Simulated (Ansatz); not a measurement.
# KPrBr4: the cost of one run

Program: Ansatz 0.2.0. Level of theory: DFT PBE, scalar-relativistic, plane waves, PAW; 4f electrons in the core of a trivalent norm-conserving potential. These are calculated values, not measurements.

1 further run of the same task is left out (it didn't finish). Runs told in other sessions of the task aren't counted.

**1. The structure to begin with**

It takes space group P4/mmm (No. 123, tetragonal). Conventional cell: a = 5.149 Å, b = 5.149 Å, c = 7.883 Å, α = 90.00°, β = 90.00°, γ = 90.00°. K (site symmetry 4/mmm) is surrounded by 8 Br at 3.38 Å. Pr (site symmetry 4/mmm) is surrounded by 8 Br at 3.11 Å. Around Br (site symmetry 2mm) lie 2 Pr at 3.11 Å and 2 K at 3.38 Å.

Structure file:

```
K Pr Br
1.0
     5.14928    0.00000    0.00000
     0.00000    5.14928    0.00000
     0.00000    0.00000    7.88318
K Pr Br
1 1 4
Direct
  0.50000 0.50000 0.50000
  0.00000 0.00000 0.00000
  0.50000 0.00000 0.77838
  0.00000 0.50000 0.22162
  0.50000 0.00000 0.22162
  0.00000 0.50000 0.77838
```

The cell was relaxed beforehand at this level, from a database cell with other species swapped in; it needn't be the stable form of this composition. At a tolerance of 0.02 Å it has space group P4/mmm (No. 123); it has 34.84 Å³/atom, an uncorrected energy of -1.82 eV/atom over the elements and, on its mesh, gap 2.66 eV.

**2. Point at V/V0 = 0.97**

Contents of input.yaml:

```yaml
crystal:
  lattice:
    - [5.0972595336, 0.0, 0.0]
    - [0.0, 5.0972595336, 0.0]
    - [0.0, 0.0, 7.8035500992]
  atoms:
    - { symbol: K, position: [0.5, 0.5, 0.5] }
    - { symbol: Pr, position: [0.0, 0.0, 0.0] }
    - { symbol: Br, position: [0.5, 0.0, 0.7783794135] }
    - { symbol: Br, position: [0.0, 0.5, 0.2216205865] }
    - { symbol: Br, position: [0.5, 0.0, 0.2216205865] }
    - { symbol: Br, position: [0.0, 0.5, 0.7783794135] }
basis:
  ecutwfc: 660
kpoints:
  mp_grid: { grid: [6, 6, 4] }
hamiltonian:
  xc: pbe
  pseudopotentials:
    kind: paw
    azcp: { Pr: "pseudopotentials/pbe/nc/lanthanide_3plus/Pr.nc.azcp" }
scf:
  occupations: { method: gaussian, width: 0.02 }
output:
  forces: true
  stress: true
  eigenvalues: true
relax:
  adjacent_minimum: "off"
  f_tol: 0.01
  max_steps: 30
  cell: { stress_tol: 0.1, fix: [volume] }
```

Command:

```bash
$ ansatz run input.yaml --threads 1 --pin off --max-ram 2560MiB --backend cpu --events-out ev --progress --plain --runs-dir out
```

Q: Estimate wall time and peak memory on 1 thread of Arm Neoverse V2, shared host.

About 79 s, with a peak of 0.65 GiB.
